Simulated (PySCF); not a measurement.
# RbLi: from the state search to spectroscopic constants

One table from this session's results is given with a row withheld; the runs are named, their logs left out.

Method: Rb def2-TZVP with ECP28, Li def2-TZVP, scalar-relativistic core potentials; program: PySCF 2.14.0.

The first run:

The job is set up so:

```json
{
 "atoms": "Rb, Li",
 "charge": "0",
 "basis": "Rb def2-TZVP with ECP28, Li def2-TZVP",
 "Hamiltonian": "scalar-relativistic core potentials",
 "basis functions": "47",
 "electrons treated": "12",
 "masses in u": "84.9118, 7.0160",
 "levels": "PBE0, PBE, r²SCAN, B97-3, BHandHLYP, BLYP, ωB97X, HF, MP2, SCS-MP2, CCSD, CCSD(T)",
 "grid": "80 radial by 434 angular points",
 "occupations": "held fixed by the projection of orbital angular momentum",
 "dissociation limit": "Rb + Li, each in its ground configuration",
 "starting distance in angstrom": "3.345",
 "values of 2S to try": "0, 2"
}
```

On the command line:

```bash
OMP_NUM_THREADS=1 python dia.py task.json out
```

Among the steps run: The job; First curve: PBE0; Higher solutions at PBE0; PBE (GGA); r²SCAN (meta-GGA); B97-3; BHandHLYP (global hybrid GGA); BLYP (GGA); ωB97X; RHF (mean field); Adding correlation.

One table of the session follows, with a row left open; its other results are not shown here.

It belongs to the step «The curves together». Energy (eV) from each level's lowest point:

```
R (Å)    RHF  RHF-MP2  RHF-SCS-MP2  RHF-CCSD  RHF-CCSD(T)
3.052  0.217    0.134        0.144       n/a          n/a
3.194  0.122    0.065        0.071     0.068        0.068
3.336  0.058    0.022        0.026     0.025        0.025
3.442  0.027    0.006        0.008     0.007        0.007
3.549  0.008    0.000        0.000     0.000        0.000
3.655  0.000    0.003        0.002     0.002        0.002
3.797      ?        ?            ?         ?            ?
3.975  0.026    0.056        0.049     0.049        0.046
4.188  0.074    0.116        0.106     0.102        0.097
4.472  0.160    0.213        0.199       n/a          n/a
```

**Question.** Estimate the row for R (Å) = 3.797.

Worked estimate for «RHF». A straight line through the neighbours (3.655, 0.000) and (3.975, 0.026) gives 0.000 + (0.026 − 0.000) × (3.797 − 3.655) / (3.975 − 3.655) = 0.012; a parabola fitted to 4 rows on both sides gives 0.004.

As computed: RHF: 0.003; RHF-MP2: 0.020; RHF-SCS-MP2: 0.016; RHF-CCSD: 0.016; RHF-CCSD(T): 0.015. In «RHF» the line misses by +0.009 and the parabola by +0.001.

State 2 has its PBE0 minimum 0.57 eV higher. State 3 has its PBE0 minimum 1.19 eV higher. The other levels ran on the lowest alone.
